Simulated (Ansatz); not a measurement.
# SnTe2: how the settings move a single-point run

Aim: see which settings change the result for SnTe2, by how much, and at what cost. The cell is built on a prototype (fluorite) and needn't be the phase found in nature.

Method: reference: DFT, r2SCAN, plane waves, PAW, in Ansatz 0.2.0.

2 further runs of the same task are left out: 2 that didn't finish.

## Step 1: The system as given

The structure is cubic, space group Fm-3m (No. 225). Conventional cell: a = 7.402 Å, b = 7.402 Å, c = 7.402 Å, α = 90.00°, β = 90.00°, γ = 90.00°. Sn (site symmetry m-3m) has 8 Te at 3.21 Å as nearest neighbours. Te (site symmetry -43m) has 4 Sn at 3.21 Å as nearest neighbours.

Coordinates:

```cif
data_structure
_symmetry_space_group_name_H-M 'P 1'
_symmetry_Int_Tables_number 1
_cell_length_a 5.2341
_cell_length_b 5.2341
_cell_length_c 5.2341
_cell_angle_alpha 60.000
_cell_angle_beta 60.000
_cell_angle_gamma 60.000
_cell_volume 101.39
loop_
_atom_site_label
_atom_site_type_symbol
_atom_site_fract_x
_atom_site_fract_y
_atom_site_fract_z
_atom_site_occupancy
Sn1 Sn 0.00000 0.00000 0.00000 1
Te1 Te 0.25000 0.25000 0.25000 1
Te2 Te 0.75000 0.75000 0.75000 1
```

## Step 2: Reference

input.yaml reads:

```yaml
crystal:
  lattice:
    - [0.0, 3.7010376726, 3.7010376726]
    - [3.7010376726, 0.0, 3.7010376726]
    - [3.7010376726, 3.7010376726, 0.0]
  atoms:
    - { symbol: Sn, position: [0.0, 0.0, 0.0] }
    - { symbol: Te, position: [0.25, 0.25, 0.25] }
    - { symbol: Te, position: [0.75, 0.75, 0.75] }
kpoints:
  mp_grid: { grid: [4, 4, 4] }
hamiltonian:
  xc: r2scan
scf:
  occupations: { method: fermi_dirac, width: 0.02 }
  n_extra_bands: 4
output:
  forces: true
  stress: true
  eigenvalues: true
  write_density: true
  write_potential: true
  elf: true
  volumetric_format: npy
```

Launch:

```sh
$ ansatz run input.yaml --threads 4 --pin off --max-ram 3686MiB --backend cpu --events-out ev --progress --plain --runs-dir out
```

## Step 3: Changed: occupations.method gaussian, occupations.width 0.2

input.yaml, as its differences from that of step 2:

```diff
@@ -14,3 +14,3 @@
 scf:
-  occupations: { method: fermi_dirac, width: 0.02 }
+  occupations: { method: gaussian, width: 0.2 }
   n_extra_bands: 4
@@ -20,5 +20 @@
   eigenvalues: true
-  write_density: true
-  write_potential: true
-  elf: true
-  volumetric_format: npy
```

## Step 4: Changing settings: exchange pbe, correlation pbe, coeff 0.05

input.yaml, as its differences from that of step 2:

```diff
@@ -12,3 +12,3 @@
 hamiltonian:
-  xc: r2scan
+  xc: { exchange: pbe, correlation: pbe, exx: { coeff: 0.05 } }
 scf:
@@ -20,5 +20 @@
   eigenvalues: true
-  write_density: true
-  write_potential: true
-  elf: true
-  volumetric_format: npy
```

## Step 5: Changing settings: exchange pbe, correlation pbe, coeff 0.5, omega 0.1

input.yaml, as its differences from that of step 2:

```diff
@@ -12,3 +12,3 @@
 hamiltonian:
-  xc: r2scan
+  xc: { exchange: pbe, correlation: pbe, exx: { coeff: 0.5, omega: 0.1 } }
 scf:
@@ -20,5 +20 @@
   eigenvalues: true
-  write_density: true
-  write_potential: true
-  elf: true
-  volumetric_format: npy
```

## Step 6: Changed: exchange pbe, correlation pbe, coeff 0.2, omega 0.5

input.yaml, as its differences from that of step 2:

```diff
@@ -12,3 +12,3 @@
 hamiltonian:
-  xc: r2scan
+  xc: { exchange: pbe, correlation: pbe, exx: { coeff: 0.2, omega: 0.5 } }
 scf:
@@ -20,5 +20 @@
   eigenvalues: true
-  write_density: true
-  write_potential: true
-  elf: true
-  volumetric_format: npy
```

## Step 7: Changed: exchange pbe, correlation pbe, coeff 1.0

input.yaml, as its differences from that of step 2:

```diff
@@ -12,3 +12,3 @@
 hamiltonian:
-  xc: r2scan
+  xc: { exchange: pbe, correlation: pbe, exx: { coeff: 1.0 } }
 scf:
@@ -20,5 +20 @@
   eigenvalues: true
-  write_density: true
-  write_potential: true
-  elf: true
-  volumetric_format: npy
```

Before running it: what results should come out? Wanted: for each run, ending; energy change; pressure; gap; force.

As calculated:

| run | ending | energy change | pressure (GPa) | gap (eV) | force (eV/Å) | cycles | time |
| --- | --- | --- | --- | --- | --- | --- | --- |
| reference | converged | 0 | 0.4 | 0.00 | 0.00 | 7 | 1.8 s |
| 1: occupations.method gaussian, occupations.width 0.2 | converged | -4.3 meV/atom (σ→0) | 0.3 | 0.00 | 0.00 | 6 | 1.4 s |
| 2: exchange pbe, correlation pbe, coeff 0.05 | converged | not comparable | 0.7 | 0.00 | 0.00 | 14 | 13 s |
| 3: exchange pbe, correlation pbe, coeff 0.5, omega 0.1 | converged | not comparable | -2.1 | 0.00 | 0.00 | 28 | 18 s |
| 4: exchange pbe, correlation pbe, coeff 0.2, omega 0.5 | converged | not comparable | 0.3 | 0.00 | 0.00 | 16 | 14 s |
| 5: exchange pbe, correlation pbe, coeff 1.0 | converged | not comparable | -4.6 | 0.00 | 0.00 | 42 | 23 s |

Times don't compare one to one where runs were asked for different outputs or read a saved state (see the inputs); cycles may leave out searches for a lower state.

Residual by cycle in the longest SCF loop of each run; runs are numbered as in the table. The quantity is the density residual dr2, in eV.

```csv
cycle,reference,run 1,run 2,run 3,run 4,run 5
1,0.0043,0.00803,0.00212,4.6e-6,0.00211,3.9e-5
2,0.00563,0.00523,6.5e-4,3.8e-6,6.6e-4,3.0e-5
3,0.00145,7.4e-4,2.4e-4,3.2e-6,2.5e-4,2.9e-5
4,2.9e-4,2.0e-5,6.7e-7,3.0e-6,7.4e-7,2.9e-5
5,7.6e-6,4.1e-7,1.0e-7,3.2e-7,1.0e-7,2.9e-5
6,4.0e-7,6.6e-8,6.0e-9,1.4e-7,1.9e-8,6.3e-6
7,1.2e-8,-,3.1e-10,1.1e-7,1.1e-9,2.9e-6
8,-,-,-,2.3e-8,3.9e-11,2.9e-6
9,-,-,-,9.5e-9,-,2.9e-6
10,-,-,-,-,-,1.2e-6
11,-,-,-,-,-,6.6e-7
12,-,-,-,-,-,2.9e-7
```

What this shows: «occupations.method gaussian, occupations.width 0.2» moves the energy by -4.3 meV/atom. Semilocal functionals close small gaps, so the missing gap need not be the real solid's. Of the variants the dearest is «exchange pbe, correlation pbe, coeff 1.0» (23 s), the cheapest «occupations.method gaussian, occupations.width 0.2» (1.4 s), on a shared host.
